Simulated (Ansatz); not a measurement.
**Ga on graphene monolayer: hop by a lattice vector of the surface, part 1 of 2**

Wanted: the energy profile along the hop by a lattice vector of the surface, from relaxed end points and a band of images. The slab cell is 3×3, 1 layer thick, and the adsorbate is set down on it by hand.

Method: DFT LDA, plane waves, PAW, scalar-relativistic, collinear spin, in Ansatz 0.2.0.

## 1. The structure to begin with

The cell holds 19 atoms (C18Ga): a = 7.398 Å, b = 7.398 Å, c = 12.000 Å, α = 90.00°, β = 90.00°, γ = 120.00°.

As a file:

```xyz
19
Lattice="7.3980 0.0000 0.0000 -3.6990 6.4069 0.0000 0.0000 0.0000 12.0000" Properties=species:S:1:pos:R:3 pbc="T T T"
C     0.0000    0.0000    1.0000
C     1.2330    0.7119    1.0000
C    -1.2330    2.1356    1.0000
C     0.0000    2.8475    1.0000
C    -2.4660    4.2712    1.0000
C    -1.2330    4.9831    1.0000
C     2.4660    0.0000    1.0000
C     3.6990    0.7119    1.0000
C     1.2330    2.1356    1.0000
C     2.4660    2.8475    1.0000
C     0.0000    4.2712    1.0000
C     1.2330    4.9831    1.0000
C     4.9320    0.0000    1.0000
C     6.1650    0.7119    1.0000
C     3.6990    2.1356    1.0000
C     4.9320    2.8475    1.0000
C     2.4660    4.2712    1.0000
C     3.6990    4.9831    1.0000
Ga    5.3783    1.6612    2.8200
```

## 2. Relaxing end A

input.yaml reads:

```yaml
crystal:
  lattice:
    - [7.398, 0.0, 0.0]
    - [-3.699, 6.406856, 0.0]
    - [0.0, 0.0, 12.0]
  atoms:
    - { symbol: C, position: [0.0, 0.0, 0.0833333] }
    - { symbol: C, position: [0.2222222, 0.1111111, 0.0833333] }
    - { symbol: C, position: [0.0, 0.3333333, 0.0833333] }
    - { symbol: C, position: [0.2222222, 0.4444444, 0.0833333] }
    - { symbol: C, position: [0.0, 0.6666667, 0.0833333] }
    - { symbol: C, position: [0.2222222, 0.7777778, 0.0833333] }
    - { symbol: C, position: [0.3333333, 0.0, 0.0833333] }
    - { symbol: C, position: [0.5555556, 0.1111111, 0.0833333] }
    - { symbol: C, position: [0.3333333, 0.3333333, 0.0833333] }
    - { symbol: C, position: [0.5555556, 0.4444444, 0.0833333] }
    - { symbol: C, position: [0.3333333, 0.6666667, 0.0833333] }
    - { symbol: C, position: [0.5555556, 0.7777778, 0.0833333] }
    - { symbol: C, position: [0.6666667, 0.0, 0.0833333] }
    - { symbol: C, position: [0.8888889, 0.1111111, 0.0833333] }
    - { symbol: C, position: [0.6666667, 0.3333333, 0.0833333] }
    - { symbol: C, position: [0.8888889, 0.4444444, 0.0833333] }
    - { symbol: C, position: [0.6666667, 0.6666667, 0.0833333] }
    - { symbol: C, position: [0.8888889, 0.7777778, 0.0833333] }
    - { symbol: Ga, position: [0.8566313, 0.2592788, 0.235], spin: 1.0 }
magnetization:
  spin_polarized: true
basis:
  ecutwfc: 420.0
kpoints:
  mp_grid: { grid: [2, 2, 1] }
hamiltonian:
  xc: lda
scf:
  occupations: { method: fermi_dirac, width: 0.05 }
  lower_state_search: "off"
relax:
  f_tol: 0.03
  max_steps: 60
  adjacent_minimum: "off"
output:
  write_density: true
  write_potential: true
  elf: true
  volumetric_format: npy
```

Launch:

```console
$ ansatz run input.yaml --threads 2 --pin off --max-ram 5120MiB --backend cpu --events-out ev --progress --plain --runs-dir out
```

Standard output, cut to the lines that bear on the results:

```text
Warning: RAYON_NUM_THREADS=2 ignored (pool sized by the plan → 2); use --threads N
[...]
Pseudopotentials: kind: paw
Pseudopotential: C, paw, valence charge 4, recommended cutoff 420 eV (normal), C.paw.azcp
Pseudopotential: Ga, paw, valence charge 13, recommended cutoff 420 eV (normal), Ga.paw.azcp
Functional definition: SPW92
[...]
Crystal: 19 atoms, lattice volume = 568.775 Å³
Basis set: ecut = 420 eV, 11177 PW (Γ)
Bands: 62, of which v1, the nominal top of the filled ones, is band 43 counted from 1 (42 counted from 0)
Symmetry: 1 space group operations
Space group: P1 (ITA 1), of the structure as read, at distance tolerance 8.3e-5 Å
Magnetic group: BNS 1.1 (UNI 1), of the structure as read, at distance tolerance 8.3e-5 Å
k-points: 4
[...]
Starting moments: Σ|m| = 1 μB on 1 of 19 sites
[...]
SCF iter   1: F=—  HF=-8089.291577 eV  |F-HF|=—  |Δ(HF+E_count)|=         —  Δρ=4.09e-2 (↑4.09e-2 ↓3.95e-2)  dr2=2.85e1  dr2_m=2.00e0  M=0.000 μB ∫|m|=0.068 μB  β_m=0.30  ethr=3.10e-3  ⟨swp⟩=8.5  Hψ=2775  notcnv=0  defer=66
[...]
spin=Collinear: Resta preconditioning applied to the charge; magnetization (m = ρ↑ − ρ↓) channel mixes plain (no charge-response kernel on spin).
[...]
spin-set hold released at iteration 7 (site moments contracting): the magnetisation degrees of freedom join the quasi-Newton model from the next iteration; the mixer history was flushed
[...]
WARN: the starting moments were not kept: the SCF closed with an absolute magnetisation of 2.0e-5 μB, where they sum to 1 μB in size (1 site). That is at most 0.1 of that sum. Measured as dr2_m measures the in/out step, that magnetisation stands 2.2e-11 eV from none, at or under the [...]
relax step   1: F+E_penalty+E_count = -8077.90216895 eV  Δ(F+E_penalty+E_count) = +0.000e0 eV  max|allowed force component| = 3.602e0 eV/Å  Δτ_max = 0.0000 Å  (12 SCF iters, dr2 threshold 2.25e-5 eV, accepted)
[...]
relax step   2: F+E_penalty+E_count = -8078.24169775 eV  Δ(F+E_penalty+E_count) = -3.395e-1 eV  max|allowed force component| = 1.827e0 eV/Å  Δτ_max = 0.1070 Å  (7 SCF iters, dr2 threshold 1.00e-4 eV, accepted)
[...]
relax step   3: F+E_penalty+E_count = -8078.41815867 eV  Δ(F+E_penalty+E_count) = -1.765e-1 eV  max|allowed force component| = 2.322e-1 eV/Å  Δτ_max = 0.1461 Å  (7 SCF iters, dr2 threshold 1.00e-4 eV, accepted)
[...]
```

## 3. The output, continued: end point A relaxed

Output, continued:

```text
spin=Collinear: Resta preconditioning applied to the charge; magnetization (m = ρ↑ − ρ↓) channel mixes plain (no charge-response kernel on spin).
the starting moments were not kept: the SCF closed with an absolute magnetisation of 4.6e-5 μB, where they sum to 1 μB in size (1 site). That is at most 0.1 of that sum. Measured as dr2_m measures the in/out step, that magnetisation stands 1.7e-10 eV from none, at or under the dr2_threshold of 3.4e-6 eV: it is no larger than a step whose dr2_m would equal this threshold.
relax step   4: F+E_penalty+E_count = -8078.46058146 eV  Δ(F+E_penalty+E_count) = -4.242e-2 eV  max|allowed force component| = 1.610e-1 eV/Å  Δτ_max = 0.2000 Å  (9 SCF iters, dr2 threshold 3.37e-6 eV, accepted)
preconditioner: auto → Resta (q_TF=auto, 1.987 Å⁻¹)  ε∞=2.0  [insulator: Δε(μ)=1.462 eV  Ē_g=14.281 eV  σ=0.050 eV  W_gap=1.00  n_scr=72 (ndim 8)  ℏωp=14.4 eV  f_vac=0.640  D(μ)=0.00/eV (n_scr^D=0)  ε∞_Penn≈2.0  vacuum switching on, ρ_ref=1.5e-2 e/Å³]
spin=Collinear: Resta preconditioning applied to the charge; magnetization (m = ρ↑ − ρ↓) channel mixes plain (no charge-response kernel on spin).
the starting moments were not kept: the SCF closed with an absolute magnetisation of 4.1e-5 μB, where they sum to 1 μB in size (1 site). That is at most 0.1 of that sum. Measured as dr2_m measures the in/out step, that magnetisation stands 1.3e-10 eV from none, at or under the dr2_threshold of 1.6e-6 eV: it is no larger than a step whose dr2_m would equal this threshold.
relax step   5: F+E_penalty+E_count = -8078.47718594 eV  Δ(F+E_penalty+E_count) = -1.660e-2 eV  max|allowed force component| = 1.552e-2 eV/Å  Δτ_max = 0.1750 Å  (9 SCF iters, dr2 threshold 1.62e-6 eV, accepted)
preconditioner: auto → Resta (q_TF=auto, 1.987 Å⁻¹)  ε∞=2.0  [insulator: Δε(μ)=1.459 eV  Ē_g=14.276 eV  σ=0.050 eV  W_gap=1.00  n_scr=72 (ndim 8)  ℏωp=14.4 eV  f_vac=0.640  D(μ)=0.00/eV (n_scr^D=0)  ε∞_Penn≈2.0  vacuum switching on, ρ_ref=1.5e-2 e/Å³]
spin=Collinear: Resta preconditioning applied to the charge; magnetization (m = ρ↑ − ρ↓) channel mixes plain (no charge-response kernel on spin).
the starting moments were not kept: the SCF closed with an absolute magnetisation of 1.8e-6 μB, where they sum to 1 μB in size (1 site). That is at most 0.1 of that sum. Measured as dr2_m measures the in/out step, that magnetisation stands 2.3e-13 eV from none, at or under the dr2_threshold of 1.0e-7 eV: it is no larger than a step whose dr2_m would equal this threshold.
relax step   6: F+E_penalty+E_count = -8078.47718594 eV  Δ(F+E_penalty+E_count) = -1.942e-9 eV  max|allowed force component| = 1.551e-2 eV/Å  Δτ_max = 0.0000 Å  (4 SCF iters, accepted)
NSCF: frozen V_eff on 4 k-points
the band table was solved once a step of the walk had ended and its energy, with any forces and stress, was formed, with the checks that follow a solve (3642 applications of the Hamiltonian). They found nothing against the state; the energy, forces and stress were not computed again (output.eigenvalues in the input reference)
WARN: The output density's exchange-correlation potential varies sharply where the density is thin. Do not read a vacuum level from v_tot or v_xc, or from such a field of the output density. On a cell that repeats whose density bears no net charge and no dipole along the vacuum's axis use v_es (v_loc + v_h of the components); under efield.dipole_correction with no amplitude use v_es + v_field, which holds any external_charges[].barrier, or the levels of the report's work_function block, which leave it out; under a non-zero efield.amplitude the vacuum is tilted and has no level; on a cell that repeats and bears such a dipole with no correction it is tilted too, and efield.dipole_correction with no amplitude gives each side of its ramp a level where efield: is served; in a cell that repeats whose density bears a net charge (total_charge, or a fill off its count) it is curved and has none; of a slab under crystal.periodic whose density bears no net charge use v_es, which has a level on each side, short of where the two are joined; of another it falls or rises all the way out and has none; of a slab beside external_charges read slab_vacuum_level instead, which it has where they leave it neutral. The grid or the basis barely resolves most such structure, and the values can differ between equally converged runs; as a rule a tighter scf.convergence.dr2_threshold does not remove it. Where the density itself ripples (under the LDA too) a higher basis.ecutwfc lessens it. The files hold the spikes' plane waves up to the density's cutoff. Files: v_tot_of_output_density and the like, and their columns of v_z.tsv (output.write_potential); v_xc_of_output_density and the like, and their columns of v_comp_z.tsv (output.write_potential_components). Measured: with its Gaussian average of σ = 0.25 Å subtracted twice, the exchange-correlation potential is over 0.1 eV at 1233 of the grid points where the equally averaged density (valence and model cores) is under 1e-3 e/Å³, and 0.318 eV at the most among them, at an averaged density of 3.8e-5 e/Å³. The input density's (outcome.potential() and, of a run that writes arrays, v_tot and v_xc) is over 0.1 eV, so measured, at 1233 points of its own thin density, 0.318 eV at the most. See output.write_potential in the manual, Limitations
Magnetization: 0.0000 μB (42.5000 up, 42.5000 down)
Absolute magnetization: 0.0000 μB (∫|ρ↑−ρ↓|, with the PAW one-centre terms)
Spin contamination: 0.0000 ħ² per cell (⟨S²⟩ above its minimum at these occupations)
Per-site moments (μB) at R_I (Å): [(1.553404860502998e-8, 0.585918788872989), (1.489016902311787e-8, 0.5859287184453775), (-3.511613858311053e-8, 0.5864739564013931), (1.9385991132570264e-8, 0.5858905671919096), (1.4138036731832902e-8, 0.5859239070100181), (1.6639463875361196e-8, 0.5859268890051813), (-3.001926826940716e-8, 0.5859518627589322), (4.152076980775157e-8, 0.5863970486136915), (-9.470528331560756e-9, 0.5858944114948347), (-1.942919970601849e-8, 0.5859327759283588), (-1.1220422599661928e-8, 0.5858905671919096), (-1.7760915064807697e-8, 0.5859351734479997), (2.078440509605545e-8, 0.5864144061050223), (-2.5169622746865264e-8, 0.5864448058259858), (2.329664057680755e-8, 0.5864130918208564), (-2.2977833637754064e-8, 0.5864422581626937), (3.7227494778647205e-8, 0.5859382559793717), (-3.266799988670304e-8, 0.585918788872989), (1.4849824120375313e-9, 1.0374706320260862)]
Free energy (F): -8078.477186 eV
Harris-Foulkes:  -8078.477186 eV  (|F-HF|=1.27e-11)
Internal energy: -8078.477185 eV  (E = F + TS)
E sigma→0 (E₀):  -8078.477185 eV
Entropy (-TS):   -0.000001 eV (-0.000 meV/atom)
Fermi energy:    0.004227 eV
--- Per-component energies (eV) ---
  E_band       = -873.089229
  E_kinetic    = 1755.143345
  E_local      = -21023.481950  (includes V_loc(G=0)·N_el)
  E_nonlocal   = 932.669114
[...]
  E_hartree    = 9562.334117
  E_xc         = -924.401772
  E_vxc        = -1121.889709  (∫ρ·V_xc dr)
  E_paw        = -3560.130106  (= ΣΔE_a)
  E_vpaw       = -540.198313  (= ΣTr[D̂ρ^β])
  E_aug_tail   = 0.000021  (compensation charges beyond the density's cutoff)
  E_ewald      = 5176.530580
  E_core_change = 2.859465  (= ΣΔE_core)
  E_smearing   = -0.000001  (= −TS)
  E_closure    = 0.000000  (closes the sum)
  Σ components = -8078.477186   (vs F -8078.477186, Δ=0.00e0)
--- Forces (eV/Å), atoms counted from 1 ---
  atom   1  C      0.00042751     0.00079989     0.00144433
  atom   2  C      0.00019319     0.00155912     0.00072125
  atom   3  C     -0.00078768    -0.00096831    -0.00475747
  atom   4  C     -0.00152636    -0.00115419     0.00077872
  atom   5  C      0.00052505    -0.00004311     0.00141215
  atom   6  C      0.00155332    -0.00020309     0.00070359
  atom   7  C      0.00268865     0.00125069     0.00068361
  atom   8  C      0.00320729     0.00161666    -0.00523960
  atom   9  C      0.00175461    -0.00266539     0.00098008
  atom  10  C      0.00252915    -0.00010131     0.00027944
  atom  11  C     -0.00106076     0.00314713     0.00096379
  atom  12  C      0.00076546     0.00211223     0.00028825
  atom  13  C     -0.00086371     0.00274748    -0.00554300
  atom  14  C     -0.00018418     0.00250614    -0.00346267
  atom  15  C      0.00221549    -0.00176168    -0.00560171
  atom  16  C      0.00137932    -0.00149522    -0.00351442
  atom  17  C      0.00189614     0.00080241     0.00066876
  atom  18  C      0.00082826     0.00013894     0.00052425
  atom  19  Ga    -0.01551020    -0.00828322     0.01443538
  max |Σ_I F_I| component: 4.24e-3 eV/Å
--- Band table (eV; the first three rows and the last of 8) ---
  k-point 0 ↑: bands = ["-20.0066", "-17.6867", "-17.5022", "-17.5019", "-17.2663", "-17.2661", "-17.2501", "-16.1154", "-16.1154", "-16.1123", "-16.1123", "-16.0836", "-13.0380", "-13.0380", "-12.9961", "-12.9961", "-11.3192", "-11.2012", "-10.1773", "-10.1539", "-10.1536", "-10.1452", "-10.1451", "-10.1102", "-8.8874", "-6.5079", "-6.4428", "-6.4349", "-6.4346", "-6.3597", "-6.3596", "-6.2843", "-5.6906", "-5.6903", "-5.1906", "-5.1900", "-5.1844", "-3.8332", "-3.6260", "-3.6259", "-0.9136", "-0.9136", "-0.7158", "-0.7157", "1.7672", "1.7682", "2.3098", "2.7890", "3.9325", "3.9332", "3.9625", "4.0262", "4.1520", "4.2818", "4.2821", "5.0495", "5.4513", "5.4513", "5.8768", "6.6358", "6.7654", "6.7656"]
  k-point 1 ↑: bands = ["-19.4861", "-19.2182", "-18.0505", "-18.0216", "-16.2362", "-16.1834", "-16.1690", "-16.1250", "-16.1164", "-15.5128", "-15.4947", "-15.4938", "-15.4743", "-14.6396", "-13.7924", "-11.9910", "-11.9548", "-11.8570", "-11.8152", "-8.7630", "-8.7390", "-8.6958", "-8.5578", "-8.4405", "-8.2691", "-8.2490", "-7.5153", "-7.0516", "-7.0315", "-6.9961", "-6.3291", "-6.1816", "-5.9350", "-5.8184", "-4.8068", "-4.7191", "-4.3777", "-3.7929", "-3.5658", "-3.3092", "-3.1198", "-2.9990", "0.7437", "1.2456", "1.2663", "1.4084", "1.6872", "1.9601", "2.1442", "3.0233", "3.6981", "4.0504", "4.5989", "4.6794", "5.3757", "5.5201", "5.6284", "5.7167", "5.7988", "5.9034", "6.2073", "6.7062"]
  k-point 2 ↑: bands = ["-19.4861", "-19.2182", "-18.0505", "-18.0217", "-16.2362", "-16.1833", "-16.1691", "-16.1249", "-16.1164", "-15.5127", "-15.4946", "-15.4939", "-15.4744", "-14.6396", "-13.7924", "-11.9910", "-11.9548", "-11.8570", "-11.8151", "-8.7637", "-8.7381", "-8.6960", "-8.5578", "-8.4406", "-8.2691", "-8.2489", "-7.5153", "-7.0516", "-7.0316", "-6.9961", "-6.3290", "-6.1817", "-5.9352", "-5.8183", "-4.8066", "-4.7192", "-4.3778", "-3.7926", "-3.5660", "-3.3090", "-3.1200", "-2.9990", "0.7431", "1.2468", "1.2674", "1.4067", "1.6873", "1.9601", "2.1442", "3.0234", "3.6981", "4.0504", "4.5989", "4.6792", "5.3756", "5.5201", "5.6286", "5.7165", "5.7990", "5.9033", "6.2074", "6.7061"]
  k-point 3 ↓: bands = ["-19.4861", "-19.2182", "-18.0505", "-18.0216", "-16.2362", "-16.1834", "-16.1690", "-16.1250", "-16.1164", "-15.5128", "-15.4946", "-15.4938", "-15.4743", "-14.6396", "-13.7924", "-11.9910", "-11.9548", "-11.8570", "-11.8152", "-8.7631", "-8.7389", "-8.6958", "-8.5578", "-8.4405", "-8.2691", "-8.2490", "-7.5153", "-7.0516", "-7.0316", "-6.9961", "-6.3291", "-6.1816", "-5.9350", "-5.8184", "-4.8068", "-4.7191", "-4.3777", "-3.7929", "-3.5659", "-3.3092", "-3.1199", "-2.9990", "0.7437", "1.2457", "1.2664", "1.4083", "1.6872", "1.9601", "2.1442", "3.0233", "3.6980", "4.0505", "4.5989", "4.6794", "5.3758", "5.5201", "5.6284", "5.7167", "5.7988", "5.9031", "6.2073", "6.7061"]
--- Relaxed structure (6 steps of the walk, 6 accepted, 0 SCFs on fresh bases) ---
  F+E_penalty+E_count = -8078.47718594 eV   max|allowed force component| = 1.551e-2 eV/Å
  atoms:
    - { symbol: C, position: [0.004456583876973506, 0.0013188511010023113, 0.0822421794598156] }
    - { symbol: C, position: [0.22615988333034898, 0.11296214023273941, 0.08220260869033075] }
    - { symbol: C, position: [0.005314985026422969, 0.3358737753235841, 0.08188909886486996] }
    - { symbol: C, position: [0.2272256638331085, 0.4468280424091292, 0.0822123700153099] }
    - { symbol: C, position: [0.004456429812536078, 0.6695659743825205, 0.0822478192496515] }
    - { symbol: C, position: [0.22615903803089227, 0.779626481436859, 0.0822036814529971] }
    - { symbol: C, position: [0.33624962184153717, 0.001339958169875403, 0.08238659600304617] }
    - { symbol: C, position: [0.5581318143470653, 0.11228169196500198, 0.08222292384035712] }
    - { symbol: C, position: [0.33726719045742737, 0.33517929696690973, 0.08220062752970608] }
    - { symbol: C, position: [0.5589719338329026, 0.4468047669779729, 0.08235600288155577] }
    - { symbol: C, position: [0.33726603043182996, 0.6685168561082433, 0.08220045267087514] }
    - { symbol: C, position: [0.5589716868319474, 0.778595340659963, 0.08235102898081861] }
    - { symbol: C, position: [0.6698999601144, 0.0004839564302496783, 0.08213945002470538] }
    - { symbol: C, position: [0.8934875045622012, 0.11224962021507162, 0.08196093620461464] }
    - { symbol: C, position: [0.6699005186716318, 0.3358452165745082, 0.0821489845819676] }
    - { symbol: C, position: [0.8934877485209183, 0.44766707242669945, 0.08197091899645273] }
    - { symbol: C, position: [0.6705966280421701, 0.6685134030929717, 0.08221962941493491] }
    - { symbol: C, position: [0.8928083717265161, 0.7796193530327707, 0.08218907167703501] }
    - { symbol: Ga, position: [0.7858198067091697, 0.22600690249392696, 0.2556550194609559] }
```

Wall time 54 s (2 threads of Intel Xeon at 2.60GHz (Ice Lake), shared host); peak memory 0.97 GiB.

Relaxation path:

```csv
step,energy from step 1 (eV/cell),largest force component (eV/Å)
1,0.0000,3.6025
2,-0.3395,1.8270
3,-0.5160,0.2322
4,-0.5584,0.1610
5,-0.5750,0.0155
6,-0.5750,0.0155
```

Step 1 is the start. Step 6 solves the same geometry again.

The atom that moved most is Ga19, by 0.52 Å.

(Continued in part 2 of 2.)
